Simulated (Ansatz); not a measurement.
# (H2Al-mu-OH)3 (Al3H9O3): the relaxed shape and its frontier levels

What does (H2Al-mu-OH)3 (Al3H9O3) look like as a singlet, and where do its frontier electrons sit?

Method: RKS PBE0-D4/def2-TZVP; program: Ansatz 0.2.0, Gaussian basis.

The runs, in order: relaxation at PBE-D4/def2-SVP; a single point at PBE0-D4/def2-TZVP.

2 further runs of the same task are left out: 2 set aside as unsound or not needed.

**1. Where the work starts**

15 atoms, charge 0, spin multiplicity 1.

Atoms are counted from 1 here; the program's logs count them from 0.

Bond lengths: Al1–H2 1.548 Å, Al1–H3 1.546 Å, Al1–O4 1.811 Å, Al1–O12 1.810 Å, O4–Al5 1.810 Å, O4–H13 0.959 Å, Al5–H6 1.547 Å, Al5–H7 1.547 Å, Al5–O8 1.811 Å, O8–Al9 1.809 Å, O8–H14 0.959 Å, Al9–H10 1.547 Å, Al9–H11 1.547 Å, Al9–O12 1.811 Å, O12–H15 0.959 Å. Angles: H2–Al1–H3 123.9°, H2–Al1–O4 107.8°, H2–Al1–O12 107.7°, H3–Al1–O4 107.8°, H3–Al1–O12 108.1°, O4–Al1–O12 98.6°, Al1–O4–Al5 141.4°, Al1–O4–H13 109.1°, Al5–O4–H13 109.5°, O4–Al5–H6 107.9°, O4–Al5–H7 108.0°, O4–Al5–O8 98.5°, H6–Al5–H7 123.9°, H6–Al5–O8 108.0°, H7–Al5–O8 107.7°, Al5–O8–Al9 141.5°, Al5–O8–H14 109.1°, Al9–O8–H14 109.4° and more.

The start is a GFN2-xTB geometry.

**2. Optimising with PBE-D4/def2-SVP**

The input, in.yaml:

```yaml
crystal:
  periodic: [false, false, false]
  atoms:
    - {symbol: Al, position_ang: [1.828440, 0.731150, -0.119190]}
    - {symbol: H, position_ang: [2.997760, -0.254730, -0.355380]}
    - {symbol: H, position_ang: [2.006910, 2.260100, 0.026560]}
    - {symbol: O, position_ang: [0.588050, 0.437890, -1.405020]}
    - {symbol: Al, position_ang: [-1.099160, -0.178120, -1.629040]}
    - {symbol: H, position_ang: [-1.019410, -1.507160, -2.415820]}
    - {symbol: H, position_ang: [-1.992120, 1.015880, -2.042320]}
    - {symbol: O, position_ang: [-1.472890, -0.573540, 0.098360]}
    - {symbol: Al, position_ang: [-0.731650, -0.547520, 1.748660]}
    - {symbol: H, position_ang: [-0.512670, -2.010920, 2.200690]}
    - {symbol: H, position_ang: [-1.486890, 0.509040, 2.588380]}
    - {symbol: O, position_ang: [0.885910, 0.135310, 1.306300]}
    - {symbol: H, position_ang: [0.949010, 0.699830, -2.253950]}
    - {symbol: H, position_ang: [-2.370440, -0.906480, 0.156780]}
    - {symbol: H, position_ang: [1.429160, 0.189260, 2.095010]}
basis:
  gaussian: {orbitals: def2-SVP}
hamiltonian: {xc: pbe, dispersion: d4}
scf: {lower_state_search: "off"}
output: {orbitals: {seedname: orbitals}}
relax: {f_tol: 0.02, max_steps: 100}
```

On the command line:

```bash
$ ansatz run in.yaml --threads 4 --pin off --events-out ev --progress --plain --max-ram 4787MiB
```

After this run come: Single point, PBE0-D4/def2-TZVP.

Q: Predict the results of all the runs planned. Wanted: point group; commonest bond, hydrogen aside; HOMO, LUMO at PBE0-D4/def2-TZVP; dipole at PBE-D4/def2-SVP.

**Answer**, as computed:

| quantity | value |
| --- | --- |
| point group | Cs |
| commonest bond, hydrogen aside | Al–O, 6 of mean length 1.882 Å |
| HOMO, LUMO at PBE0-D4/def2-TZVP | -8.03, -0.33 eV |
| dipole at PBE-D4/def2-SVP | 1.71 D |

In words: The molecule keeps its bonding pattern by the stored test; the atoms moved 0.85 Å (rms), and the angle Al1–O12–Al9 went from 141° to 124°. No usable vibrations, so a minimum isn't proven. The HOMO lies nearest to H6, H7, H11 about 22 % each; H10 18 % and the LUMO to H14 16 %; 5 H atoms about 9 % each. The point group is read from a loosely relaxed geometry; soft torsions can leave it below the true symmetry.
